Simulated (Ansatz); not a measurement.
# Indium, diamond under LDA: from relaxation to bulk modulus

Aim: take indium in the diamond structure, relax it, solve it on a dense k-mesh, switch on spin-orbit coupling, then scale the cell to 7 volumes from 88 to 112 % of the relaxed one and try a fit of the equation of state. The k-meshes are 8×8×8 for the relaxation; 14×14×14 for the dense run; 9×9×9 for spin-orbit coupling; 10×10×10 for the volumes.

This is In in the diamond structure; at room conditions it is tetragonal.

Method: DFT LDA (PW92), plane waves (420 eV) with PAW, scalar-relativistic; the PAW data stem from PBE, with regenerated cores, in Ansatz 0.2.0.

## Step 1: Starting point

The structure is cubic, space group Fd-3m (No. 227). Conventional cell: a = 6.560 Å, b = 6.560 Å, c = 6.560 Å, α = 90.00°, β = 90.00°, γ = 90.00°. Around In (site symmetry -43m) lie 4 In at 2.84 Å.

Structure file:

```
CELL_PARAMETERS angstrom
0.00000 3.28019 3.28019
3.28019 0.00000 3.28019
3.28019 3.28019 0.00000
ATOMIC_POSITIONS crystal
In 0.12500 0.12500 0.12500
In 0.87500 0.87500 0.87500
```

## Step 2: Relaxation of the cell

The input, input.yaml:

```yaml
crystal:
  lattice:
    - [0.0, 3.2801942926, 3.2801942926]
    - [3.2801942926, 0.0, 3.2801942926]
    - [3.2801942926, 3.2801942926, 0.0]
  atoms:
    - { symbol: In, position: [0.125, 0.125, 0.125] }
    - { symbol: In, position: [0.875, 0.875, 0.875] }
hamiltonian:
  xc: lda
  pseudopotentials:
    kind: paw
    azcp:
      In: "pseudopotentials/In.paw.azcp"
basis:
  ecutwfc: 420
  fft_grid_basis: typed
kpoints:
  mp_grid: { grid: [8, 8, 8], shift: [0, 0, 0] }
magnetization:
  spin_polarized: false
scf:
  occupations: { method: fermi_dirac, width: 0.1 }
relax:
  max_steps: 60
  f_tol: 0.01
  cell: {}
```

After this run come: The energy on a finer k-mesh; A two-component run at the same geometry; Equation of state: 88 %; Equation of state: 92 %; Equation of state: 96 %; Equation of state: 100 %; Equation of state: 104 %; Equation of state: 108 %; Equation of state: 112 %.

Q: Predict the outcome of this session. Wanted: space group; conventional cell; volume; shortest distance; gap on the mesh; relative to body-centred tetragonal; V₀, B₀, B₀′.

As calculated:

| quantity | value |
| --- | --- |
| space group (spins left aside) | Fd-3m (No. 227) |
| conventional cell | a = 6.464 Å |
| volume | 33.756 Å³/atom |
| shortest distance | 2.799 Å |
| gap on the mesh | none (levels filled in part) |
| relative to body-centred tetragonal | +378 meV/atom |
| V₀, B₀, B₀′ | 33.747 Å³/atom, 32 GPa, 5.2 |

In words: The relaxation shrank the cell by 4.4 % in volume. It lies 378 meV/atom above the element's reference form at the same level (body-centred tetragonal, from a run of its own), so it is far from stable. No gap shows: it is a metal or semimetal at this level. The total energy of the spin-orbit run lies -1.8 eV/atom from the scalar one, but the two kinds of run don't share a zero of energy: only differences within one kind count. The fitted modulus is 32 GPa. Relaxation kept the symmetry; phonons were not checked.
